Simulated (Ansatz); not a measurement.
**Niobium, diamond under LDA: ground state and equation of state**

Aim: take niobium in the diamond structure, relax it, solve it on a dense k-mesh, switch on spin-orbit coupling, then scale the cell to 7 volumes from 88 to 112 % of the relaxed one and try a fit of the equation of state. The k-meshes are 9×9×9 for the relaxation; 16×16×16 for the dense run; 10×10×10 for spin-orbit coupling; 11×11×11 for the volumes.

This is Nb in the diamond structure; at room conditions it is bcc.

Computed with Ansatz 0.2.0 (DFT LDA (PW92), plane waves (420 eV) with PAW, scalar-relativistic; the PAW data stem from PBE, with regenerated cores, unless a step says otherwise).

## (1) The starting structure

Symmetry: Fd-3m, No. 227, cubic system. The conventional cell has a = 5.790 Å, b = 5.790 Å, c = 5.790 Å, α = 90.00°, β = 90.00°, γ = 90.00°. Nb (site symmetry -43m) has 4 Nb at 2.51 Å as nearest neighbours.

Coordinates:

```cif
data_structure
_symmetry_space_group_name_H-M 'Fd-3m:1'
_symmetry_Int_Tables_number 227
_cell_length_a 5.7903
_cell_length_b 5.7903
_cell_length_c 5.7903
_cell_angle_alpha 90.000
_cell_angle_beta 90.000
_cell_angle_gamma 90.000
_cell_volume 194.13
loop_
_atom_site_label
_atom_site_type_symbol
_atom_site_symmetry_multiplicity
_atom_site_Wyckoff_symbol
_atom_site_fract_x
_atom_site_fract_y
_atom_site_fract_z
_atom_site_occupancy
Nb1 Nb 8 b 0.75000 0.75000 0.75000 1
```

## (2) Relaxation of the cell

File input.yaml:

```yaml
crystal:
  lattice:
    - [0.0, 2.895128443, 2.895128443]
    - [2.895128443, 0.0, 2.895128443]
    - [2.895128443, 2.895128443, 0.0]
  atoms:
    - { symbol: Nb, position: [0.125, 0.125, 0.125] }
    - { symbol: Nb, position: [0.875, 0.875, 0.875] }
hamiltonian:
  xc: lda
  pseudopotentials:
    kind: paw
    azcp:
      Nb: "pseudopotentials/Nb.paw.azcp"
basis:
  ecutwfc: 420
  fft_grid_basis: typed
kpoints:
  mp_grid: { grid: [9, 9, 9], shift: [0, 0, 0] }
magnetization:
  spin_polarized: false
scf:
  occupations: { method: fermi_dirac, width: 0.1 }
relax:
  max_steps: 60
  f_tol: 0.01
  cell: {}
output:
  write_density: true
  write_potential: true
  elf: true
  volumetric_format: npy
```

Further steps of the session: Dense single point; Spin-orbit coupling switched on; The cell scaled to 88 % of its volume; The cell scaled to 92 % of its volume; The cell scaled to 96 % of its volume; The cell scaled to 100 % of its volume; The cell scaled to 104 % of its volume; The cell scaled to 108 % of its volume; The cell scaled to 112 % of its volume.

Q: Predict the outcome of this session. Wanted: space group; conventional cell; volume; shortest distance; gap on the mesh; relative to bcc; V₀, B₀, B₀′.

**Answer**, as computed:

```
                      quantity                         value
space group (spins left aside)               Fd-3m (No. 227)
             conventional cell                   a = 5.757 Å
                        volume                23.845 Å³/atom
             shortest distance                       2.493 Å
               gap on the mesh  none (levels filled in part)
               relative to bcc                +2614 meV/atom
                   V₀, B₀, B₀′   23.780 Å³/atom, 83 GPa, 4.3
```

**Reading.** The relaxation shrank the cell by 1.7 % in volume. Against the reference form of niobium (bcc, computed apart with the same settings) it stands 2614 meV/atom higher, so it is far from stable. Levels at the Fermi energy are filled in part, as in a metal. The total energy of the spin-orbit run lies -0.96 eV/atom from the scalar one, but the two kinds of run don't share a zero of energy: only differences within one kind count. The fitted modulus is 83 GPa. Relaxation kept the symmetry; phonons were not checked.
